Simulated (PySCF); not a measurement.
# CrOOH: relaxation and vibrations of the quartet

The task is one start of a wider search on CrOOH: the quartet, from a PBE0 minimum start. It is relaxed, tested by its Hessian and followed downhill if it is a saddle.

The runs use PySCF 2.14.0; PBE0, basis Cr def2-SVP, O def2-SVP, H def2-SVP, no relativity, density fitting.

### Step 1. Where the work starts

4 atoms, charge 0, spin multiplicity 4.

Bond lengths: Cr1–O2 1.570 Å, Cr1–O3 1.750 Å, O3–H4 0.960 Å. Angles: O2–Cr1–O3 141.7°, Cr1–O3–H4 140.4°.

Coordinates in bohr (charge 0 multiplicity 4):
```
Cr    0.1018   -0.2270   -0.3522
O     2.9204    0.2121    0.4662
O    -3.0026    0.4462    0.5650
H    -3.9178    1.3060    1.8750
```

### Step 2. Finding the electronic state

One driver script runs all steps and calls PySCF; scf.py shows how it sets up the SCF of each step. The optimiser is the driver's own. After this first run the driver tries any further starts and a stability analysis.

The input, scf.py:

```python
from pyscf import gto, scf, dft
mol = gto.M(atom='''
Cr     0.053869    -0.120100    -0.186367
O      1.545431     0.112218     0.246710
O     -1.588905     0.236138     0.298985
H     -2.073200     0.691086     0.992212''',
    basis={'Cr': 'def2-SVP', 'O': 'def2-SVP', 'H': 'def2-SVP'},
    charge=0, spin=3)
mf = dft.UKS(mol, xc='PBE0')
mf.grids.atom_grid = (50, 194)
aux = {'Cr': 'def2-universal-JKFIT', 'O': 'def2-universal-JKFIT', 'H': 'def2-universal-JKFIT'}
mf = mf.density_fit(auxbasis=aux)
mf.conv_tol = 1e-08
mf.diis_space = 10
mf.max_cycle = 60
mf.init_guess = 'minao'
mf.verbose = 4
mf.kernel()
```

Started as:

```console
OMP_NUM_THREADS=2 python axn.py task.json out
```

Standard output:

```text
init E= -1194.61185389336
[... the frontier-level lines of each cycle are left out ...]
cycle= 1 E= -1194.75445356896  delta_E= -0.143  |g|= 0.572  |ddm|= 2.12
cycle= 2 E= -1194.43163424669  delta_E= 0.323  |g|= 1.12  |ddm|=  1.1
cycle= 3 E= -1194.74090534334  delta_E= -0.309  |g|= 0.584  |ddm|= 0.855
cycle= 4 E= -1194.89447583904  delta_E= -0.154  |g|= 0.074  |ddm|= 0.432
cycle= 5 E= -1194.89672420852  delta_E= -0.00225  |g|= 0.046  |ddm|= 0.0739
cycle= 6 E= -1194.89783865692  delta_E= -0.00111  |g|= 0.0167  |ddm|= 0.0404
cycle= 7 E= -1194.89838164173  delta_E= -0.000543  |g|= 0.00794  |ddm|= 0.0367
cycle= 8 E= -1194.89871982657  delta_E= -0.000338  |g|= 0.00365  |ddm|= 0.0453
cycle= 9 E= -1194.89877360187  delta_E= -5.38e-05  |g|= 0.00308  |ddm|= 0.0228
cycle= 10 E= -1194.89877984325  delta_E= -6.24e-06  |g|= 0.000947  |ddm|= 0.00414
cycle= 11 E= -1194.89878112023  delta_E= -1.28e-06  |g|= 0.000442  |ddm|= 0.00319
cycle= 12 E= -1194.89878131369  delta_E= -1.93e-07  |g|= 8.3e-05  |ddm|= 0.00101
cycle= 13 E= -1194.89878136184  delta_E= -4.82e-08  |g|= 4.3e-05  |ddm|= 0.000745
cycle= 14 E= -1194.89878136966  delta_E= -7.81e-09  |g|= 1.97e-05  |ddm|= 0.000309
Extra cycle  E= -1194.89878136931  delta_E= 3.47e-10  |g|= 5.94e-05  |ddm|= 8.23e-05
converged SCF energy = -1194.89878136931  <S^2> = 3.8651599  2S+1 = 4.0571714
```

This step, with its further starts and checks, ran for 15 s (2 threads of Arm Neoverse N1, shared host).

The starts that the driver tried:

```
                      start   energy (Eh)
    the minimal-basis guess  -1194.898781
a thermally smeared density  -1194.898781
      a smeared PBE density  -1194.898781
```

The test of internal stability and the other starts found no lower solution of this spin.

### Step 3. Relaxation: PBE0 minimum start, quartet

The program finds Cs symmetry in the start, which this walk keeps.

Changes to scf.py since step 2:

```diff
@@ -3,4 +3,4 @@
-Cr     0.053869    -0.120100    -0.186367
-O      1.545431     0.112218     0.246710
-O     -1.588905     0.236138     0.298985
-H     -2.073200     0.691086     0.992212''',
+Cr     0.053714    -0.120457    -0.186936
+O      1.545276     0.111861     0.246141
+O     -1.589060     0.235781     0.298416
+H     -2.073355     0.690729     0.991643''',
@@ -16 +15,0 @@
-mf.init_guess = 'minao'
```

The optimiser's trace:

```csv
step,energy (Eh),change (kJ/mol),largest symmetric gradient (Eh/bohr)
0,-1194.898781,0.00,0.00024
```

The walk took 2 s.

Geometry (Å) and forces (eV/Å) at some steps:

```
step 0
Cr   0.054  -0.120  -0.187  -0.011   0.004  -0.021
O    1.545   0.112   0.246   0.010   0.001   0.007
O   -1.589   0.236   0.298   0.000  -0.004   0.015
H   -2.073   0.691   0.992   0.000  -0.001  -0.002
```

It settles in Cs symmetry, 0.0 kJ/mol below the start, after 0 steps: Cr–O 1.570 Å, Cr–O 1.750 Å, O–H 0.960 Å; Cr–O–H 140.4°, O–Cr–O 141.7°.

### Step 4. Is it a minimum? Harmonic modes

On the finer grid the gradient is checked again; gradients at displacements of ±0.02 bohr then give force constants and infrared intensities.

Changes to scf.py since step 3:

```diff
@@ -10 +10 @@
-mf.grids.atom_grid = (50, 194)
+mf.grids.atom_grid = (75, 302)
@@ -13 +13 @@
-mf.conv_tol = 1e-08
+mf.conv_tol = 1e-10
```

The driver hands on the density of the step before, so the log starts near convergence.

SCF at the final geometry:

```text
init E= -1194.89877834019
[... the frontier-level lines of each cycle are left out ...]
cycle= 1 E= -1194.89877833828  delta_E= 1.91e-09  |g|= 7.33e-05  |ddm|= 5.48e-05
cycle= 2 E= -1194.89877830963  delta_E= 2.87e-08  |g|= 0.000279  |ddm|= 0.000192
cycle= 3 E= -1194.89877834  delta_E= -3.04e-08  |g|= 3.31e-05  |ddm|= 0.000159
cycle= 4 E= -1194.89877834045  delta_E= -4.44e-10  |g|= 1.61e-06  |ddm|= 2.15e-05
cycle= 5 E= -1194.89877834045  delta_E= -7.96e-12  |g|= 1.07e-06  |ddm|= 6.97e-06
Extra cycle  E= -1194.89877834045  delta_E= -2.27e-13  |g|= 1.34e-06  |ddm|= 3.11e-06
converged SCF energy = -1194.89877834045  <S^2> = 3.8650926  2S+1 = 4.0571382
```

The whole step took 76 s.

Geometry: Cs; Cr–O 1.570 Å, Cr–O 1.750 Å, O–H 0.960 Å; Cr–O–H 140.4°, O–Cr–O 141.7°.

Harmonic modes (main isotopes):

```json
{"symmetry": "a'", "ω (cm⁻¹)": "163", "IR (km/mol)": "21.7"}
{"symmetry": "a''", "ω (cm⁻¹)": "418", "IR (km/mol)": "95.4"}
{"symmetry": "a'", "ω (cm⁻¹)": "539", "IR (km/mol)": "143"}
{"symmetry": "a'", "ω (cm⁻¹)": "759", "IR (km/mol)": "80.0"}
{"symmetry": "a'", "ω (cm⁻¹)": "1042", "IR (km/mol)": "189"}
{"symmetry": "a'", "ω (cm⁻¹)": "3958", "IR (km/mol)": "207"}
```

No imaginary mode, so this is a minimum.

Constants and moments:

| Quantity | Value |
| --- | --- |
| Dipole moment | 2.21 D |
| Highest occupied level | -6.24 eV |
| Lowest empty level | -2.38 eV |
| Rotational constants | 2.416, 0.2016, 0.1861 cm⁻¹ |
| Zero-point energy | 41.1 kJ/mol |
| Principal polarisabilities | 22.6, 28.0, 42.4 bohr³ |
| Atomisation energy without zero-point energy | 1231 kJ/mol |
| Principal traceless quadrupole moments about the centre of mass | -8.86, 1.53, 7.33 D Å |
| Entropy at 298.15 K and 1 bar (electronic part: spin only) | 287.5 J/(mol K) |
| Heat capacity Cp at 298.15 K | 56.4 J/(mol K) |
| Enthalpy at 298.15 K above 0 K | 13.15 kJ/mol |
| Rotational symmetry number | 1 |
| Spin squared ⟨S²⟩ | 3.865 |

Charges (e) and bond orders:

| atom | Mulliken | Löwdin | polar tensor | spin (Mulliken) | Mayer order to Cr1 |
| --- | --- | --- | --- | --- | --- |
| Cr1 | 0.83 | 0.33 | 1.23 | 3.38 | – |
| O2 | -0.48 | -0.21 | -0.69 | -0.31 | 2.07 |
| O3 | -0.54 | -0.21 | -0.86 | -0.07 | 1.02 |
| H4 | 0.20 | 0.09 | 0.32 | 0.00 | 0.02 |

Mulliken populations on Cr1: s 6.41, p 12.38, d 4.37, f 0.01.

### Step 5. Outcome

| quantity | value |
| --- | --- |
| minimum | quartet, Cs |
| geometry | Cr–O 1.570 Å, Cr–O 1.750 Å, O–H 0.960 Å; Cr–O–H 140.4°, O–Cr–O 141.7° |
| wavenumbers (cm⁻¹) | 163 (a'), 418 (a''), 539 (a'), 759 (a'), 1042 (a'), 3958 (a') |
| dipole moment | 2.21 D |
| highest occupied, lowest empty level (either spin) | -6.24, -2.38 eV |
| polar-tensor charge of Cr1 | +1.23 e |
| zero-point energy | 41.1 kJ/mol |
| entropy at 298.15 K | 287.5 J/(mol K) |
| atomisation energy (no zero-point energy) | 1231 kJ/mol |
| ⟨S²⟩ | 3.865 |

The PBE0 minimum start keeps its Cs symmetry and ends in a minimum. The strongest infrared band lies at 3958 cm⁻¹ (a'). Most of the spin sits on Cr1 (Mulliken spin 3.38, against 3 for the whole molecule). Other starts or spin states, not run here, may lie lower. One determinant may miss the lowest occupation of an open d or f shell.

The search up to here took 93 s.
